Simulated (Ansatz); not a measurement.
# Ta3Ag: the cost of one run

Program: Ansatz 0.2.0. Level of theory: DFT PBE, scalar-relativistic, plane waves, PAW. These are calculated values, not measurements.

### Step 1. The structure to begin with

Symmetry: P4/mmm, No. 123, tetragonal system. Conventional cell: a = 4.066 Å, b = 4.066 Å, c = 4.024 Å, α = 90.00°, β = 90.00°, γ = 90.00°. Ta (site symmetry mmm) has 8 Ta at 2.86 to 2.87 Å and 4 Ag at 2.86 Å as nearest neighbours. Ta (site symmetry 4/mmm) has 8 Ta at 2.86 Å and 4 Ag at 2.87 Å as nearest neighbours. Around Ag (site symmetry 4/mmm) lie 12 Ta at 2.86 to 2.87 Å.

As a file:

```
CELL_PARAMETERS angstrom
4.06584 0.00000 0.00000
0.00000 4.06584 0.00000
0.00000 0.00000 4.02405
ATOMIC_POSITIONS crystal
Ta 0.00000 0.50000 0.50000
Ta 0.50000 0.00000 0.50000
Ta 0.50000 0.50000 0.00000
Ag 0.00000 0.00000 0.00000
```

This is candidate A: Cu3Pd type (P4/mmm, No. 123).

(A quick probe on a coarse mesh, which set the mesh and smearing, is not shown.)

### Step 3. Rough relaxation on the coarse mesh (candidate A)

Contents of input.yaml:

```yaml
crystal:
  lattice:
    - [4.0658408819, 0.0, 0.0]
    - [0.0, 4.0658408819, 0.0]
    - [0.0, 0.0, 4.0240497124]
  atoms:
    - { symbol: Ta, position: [0.0, 0.5, 0.5] }
    - { symbol: Ta, position: [0.5, 0.0, 0.5] }
    - { symbol: Ta, position: [0.5, 0.5, 0.0] }
    - { symbol: Ag, position: [0.0, 0.0, 0.0] }
basis:
  ecutwfc: 420
kpoints:
  mp_grid: { grid: [4, 4, 4] }
hamiltonian:
  xc: pbe
scf:
  occupations: { method: gaussian, width: 0.1 }
  lower_state_search: "off"
output:
  forces: true
  stress: true
  eigenvalues: true
relax:
  adjacent_minimum: "off"
  f_tol: 0.04
  max_steps: 70
  cell: { stress_tol: 0.4 }
```

Run with:

```bash
ansatz run input.yaml --threads 1 --pin off --max-ram 2560MiB --backend cpu --events-out ev --progress --plain --runs-dir out
```

**Question.** How long does this run take on 1 thread of Intel Xeon Platinum 8259CL at 2.50GHz (Skylake/Cascade Lake), shared host, and how much memory does it need?

About 35 s, with a peak of 0.43 GiB.
